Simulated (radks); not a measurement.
# Ru⁴⁺ in [Kr] 4d4: an all-electron calculation

What are the levels of the ruthenium ion Ru4+, how large are its shells, and how does its energy divide?

The numbers are computed with radks (a radial shooting solver on a logarithmic mesh, Libxc functionals) version 1 (Dirac Kohn-Sham, BLYP, spin-unpolarised, spherical densities, finite nucleus; open shells are shared between the two j in proportion to 2j + 1), except any that are marked as measured or tabulated.

## (1) What is computed

* element: ruthenium (Z = 44)
* charge: +4
* electrons: 40
* configuration: [Kr] 4d4
* nuclear rms radius: 4.4809 fm

The outer shells:

Ru⁴⁺
```
[Kr] core
4d [↑ ][↑ ][↑ ][↑ ][  ]
```

## (2) Self-consistent calculation

Input:

```text
Z 44
configuration [Kr] 4d4
relativity Dirac
functional b88,lyp
spin unpolarised
j_filling average
nucleus finite rms 4.4809 fm
c 137.035999084
```

On the command line:

```console
$ python run_ks.py task.json out
```

This one command runs every case of the session in turn.

Q: Predict the outcome of this run.

As calculated:

| quantity | value |
| --- | --- |
| total energy | -4528.33069 hartree |
| exchange-correlation share of it | 2.93 % |
| −T/E | 1.0407 |
| highest occupied level | 4d5/2, -51.545 eV |
| most extended occupied level | 4d5/2, <r> = 1.38 bohr |
| radius at density 0.001 e/bohr³ | 3.03 bohr |
| maxima of the radial density | 4 |
| ionisation energy, NIST | 59 (theory) eV |

What this shows: The radial density shows 4 maxima for 4 occupied principal shells. Relativity lifts −T/E to 1.041. The top level binds by 51.545 eV, 87 % of the NIST ionisation energy of 59 eV; the potential of a semilocal functional falls off too fast, so its top eigenvalue is too shallow. Spin polarisation and multiplet splitting are left out. Sharing an open shell by 2j + 1 raises it above the true ground level by a part of the spin-orbit splitting, which enters the differences from NIST.
